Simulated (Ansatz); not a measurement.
This script for an atomisation energy of C₂H₈AsSi, SMILES [CH2][AsH][SiH2]C with Ansatz's Python interface holds a mistake.

Script `c2h8assi.py`:
```python
# -*- coding: utf-8 -*-
"""Atomisation energy of C2H8AsSi at the given geometry."""

from collections import Counter

import ansatz

BASIS_SET = "6-31G*"
FUNCTIONAL = "PBE"


def total_energy(molecule, charge=0, unpaired=0):
    calc = (
        molecule.calculation()
        .basis(gaussian=BASIS_SET)
        .functional(FUNCTIONAL)
        .stress()
    )
    if charge:
        calc = calc.charge(charge)
    if unpaired:
        calc = calc.spin("collinear", total=unpaired)
    return calc.run(threads=1).report["free_energy_ev"]

geometry_ang = [
    ("C", (2.6659, -0.0074, 0.3503)),
    ("As", (1.0088, 0.0496, 1.4154)),
    ("Si", (-0.3397, -0.3381, -0.4359)),
    ("C", (-2.1172, 0.011, 0.0115)),
    ("H", (2.8482, -1.0429, -0.004)),
    ("H", (2.5924, 0.6803, -0.5175)),
    ("H", (0.884, 1.6018, 1.272)),
    ("H", (0.0684, 0.5461, -1.5375)),
    ("H", (-0.2045, -1.7408, -0.8549)),
    ("H", (-2.4265, -0.6558, 0.8424)),
    ("H", (-2.7633, -0.1728, -0.8712)),
    ("H", (-2.2165, 1.0691, 0.3295)),
]
molecule = ansatz.Crystal.molecule()
for symbol, xyz in geometry_ang:
    molecule = molecule.atom(symbol, xyz)

# Hund ground states
unpaired = {"C": 2, "As": 3, "Si": 2, "H": 1}
counts = Counter(site.symbol for site in molecule.cartesian_sites)
atom_energy = {s: total_energy(ansatz.Crystal.molecule().atom(s, (0, 0, 0)), 0, unpaired[s]) for s in counts}
whole = total_energy(molecule, 0, 1)
for s, e in atom_energy.items():
    print(f"{s:2s} x{counts[s]}  {e:14.5f} eV")
print(f"C2H8AsSi: {whole:.5f} eV")
split = sum(counts[s] * e for s, e in atom_energy.items()) - whole
print(f"atomisation energy (no zero-point term): {23.060548 * split:.1f} kcal/mol, {split / sum(counts.values()):.3f} eV an atom")
```

```console
$ python c2h8assi.py
Traceback (most recent call last):
  File "c2h8assi.py", line 46, in <module>
    atom_energy = {s: total_energy(ansatz.Crystal.molecule().atom(s, (0, 0, 0)), 0, unpaired[s]) for s in counts}
                      ~~~~~~~~~~~~^^^^^^^^^^^^^^^^^^^^^^^^^^^^^^^^^^^^^^^^^^^^^^^^^^^^^^^^^^^^^^
  File "c2h8assi.py", line 23, in total_energy
    return calc.run(threads=1).report["free_energy_ev"]
           ~~~~~~~~^^^^^^^^^^^
  ...
ansatz.RefusalError: invalid value for `basis.gaussian`: such a run doesn't read output.stress; remove what it names
$ echo $?
1
```
(Library frames cut from the traceback.)

Why does it end like this?

The fault: a molecule has no stress. Mended:

```diff
--- before
+++ after
@@ -16,3 +16,2 @@
         .functional(FUNCTIONAL)
-        .stress()
     )
```

With that change:

```console
$ python c2h8assi.py
C  x2     -1028.12444 eV
As x1    -60822.69936 eV
Si x1     -7869.58850 eV
H  x8       -13.53580 eV
C2H8AsSi: -70896.83598 eV
atomisation energy (no zero-point term): 922.7 kcal/mol, 3.334 eV an atom
```

Total energies depend on the basis set; only differences at equal settings carry meaning. The geometry is a force-field or estimated start, not a minimum of this method, and the basis set is short of its limit. All parts are taken at fixed geometry, without zero-point energy. The species is open-shell (spin multiplicity 2). This functional overbinds, so such energies come out a few per cent too high (LDA far more). Hardware and time: 7.1 s on 1 thread of Arm Neoverse V1 (shared host), peak memory 0.23 GiB.

(A comment or docstring line of the script was reworded after the run, the code is as it ran; lines on the test bed's own set-up are left out of the output.)
